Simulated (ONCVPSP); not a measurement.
**Zn: generating and testing an ONCV potential**

Aim: build the potential from the settings below, then test how well it stands in for the atom: other configurations, scattering, ghost states and the plane-wave cutoff that it needs.

Program: ONCVPSP 4.0.1. Reference atom: PBE, scalar-relativistic, spherical and spin-unpolarised. All values are calculated.

## 1. Settings

Typed settings, in words:

```json
{
  "element": "zinc (Zn, Z = 30)",
  "type": "optimised norm-conserving Vanderbilt (ONCV)",
  "frozen core": "[Ne]",
  "valence charge": "20",
  "reference configuration": "3s2 3p6 3d10 4s2",
  "partial waves": "3s+4s: rc 1.35 bohr, ncon 4, nbas 8, qcut 7.5 1/bohr, 2 projectors; 3p: rc 0.80 bohr, ncon 4, nbas 9, qcut 16.1 1/bohr, 2 projectors, debl 3.8 Ha; 3d: rc 0.80 bohr, ncon 3, nbas 7, qcut 22.6 1/bohr, 2 projectors, debl 3.2 Ha",
  "local potential": "polynomial inside 0.60 bohr (lpopt 5, dvloc0 1 Ha)",
  "core correction": "Teter function, fcfact 3.5, rcfact 1.55"
}
```

The outer shells as boxes (Hund's rule for the drawing; the calculation is spin-unpolarised):

```
[Ne] core
3s [↑↓]
3p [↑↓][↑↓][↑↓]
3d [↑↓][↑↓][↑↓][↑↓][↑↓]
4s [↑↓]
```

The nodes and maxima of the atom's own shells, from an earlier all-electron run, set the scale for the radii.

All-electron outer shells of the reference configuration (PBE, scalar-relativistic, ld1.x):

```json
{"shell": "2p", "level (eV)": "-1004.03", "outermost node (bohr)": "–", "outermost maximum (bohr)": "0.15"}
{"shell": "3s", "level (eV)": "-129.23", "outermost node (bohr)": "0.28", "outermost maximum (bohr)": "0.59"}
{"shell": "3p", "level (eV)": "-83.40", "outermost node (bohr)": "0.25", "outermost maximum (bohr)": "0.59"}
{"shell": "3d", "level (eV)": "-10.14", "outermost node (bohr)": "–", "outermost maximum (bohr)": "0.57"}
{"shell": "4s", "level (eV)": "-5.98", "outermost node (bohr)": "0.85", "outermost maximum (bohr)": "2.09"}
{"shell": "4p", "level (eV)": "-1.12", "outermost node (bohr)": "0.92", "outermost maximum (bohr)": "3.08"}
```

## 2. Generating the potential

Input file Zn.dat:

```
# ATOM AND REFERENCE CONFIGURATION
# atsym  z   nc   nv     iexc    psfile
  Zn 30.00    3    4        4      upf
#
#   n    l    f
    1    0    2.00
    2    0    2.00
    2    1    6.00
    3    0    2.00
    3    1    6.00
    3    2   10.00
    4    0    2.00
#
# PSEUDOPOTENTIAL AND OPTIMIZATION
# lmax
    2
#
#   l,   rc,      ep,       ncon, nbas, qcut
    0    1.35    0.00    4    8    7.50
    1    0.80    0.00    4    9   16.10
    2    0.80    0.00    3    7   22.60
#
# LOCAL POTENTIAL
# lloc, lpopt,  rc(5),   dvloc0
    4    5    0.60    1.00
#
# VANDERBILT-KLEINMAN-BYLANDER PROJECTORs
# l, nproj, debl
    0    2    0.60
    1    2    3.80
    2    2    3.20
#
# MODEL CORE CHARGE
# icmod, fcfact, rcfact
    3    3.50    1.55
#
# LOG DERIVATIVE ANALYSIS
# epsh1, epsh2, depsh
   -6.00    5.00    0.04
#
# OUTPUT GRID
# rlmax, drl
    6.00    0.01
#
# TEST CONFIGURATIONS
# ncnf
    4
# nvcnf
#   n    l    f
    4
    3    0    2.00
    3    1    6.00
    3    2   10.00
    4    0    1.00
#
    4
    3    0    2.00
    3    1    6.00
    3    2   10.00
    4    0    0.00
#
    4
    3    0    2.00
    3    1    6.00
    3    2    9.00
    4    0    0.00
#
    5
    3    0    2.00
    3    1    6.00
    3    2   10.00
    4    0    1.00
    4    1    1.00
#
```

Started as:

```bash
oncvpsp.x < Zn.dat > Zn.out
```

What does the calculation give? Wanted: cutoffs for 1 and 0.1 mHa per electron, occupied waves; bound ghosts; GHOST(+) flags; largest test error; largest phase difference near zero energy, channels read; rms error of d²Exc/dn², without and with the model core.

As calculated:

| quantity | value |
| --- | --- |
| cutoffs for 1 and 0.1 mHa per electron, occupied waves | 165 Ha and 190 Ha |
| bound ghosts | none found |
| GHOST(+) flags | none at low energy |
| largest test error (AE − PS) | -11 meV, for 3s2 3p6 3d9 4s0 |
| largest phase difference near zero energy, channels read | 0.001 rad |
| rms error of d²Exc/dn², without and with the model core | 3.30 and 1.86 mHa |

In words: The worst unpolarised test, 3s2 3p6 3d9 4s0, is off by 11 meV on 68.9 eV; by total energies transferability rates as good. By its cutoff, 165 Ha for the looser tolerance, it is very hard. At the looser tolerance the 3d wave is the slowest; 3p needs 83 Ha. The program's ghost test flags no bound state. Near zero energy the phases of the channels with partial waves agree within 0.001 rad.
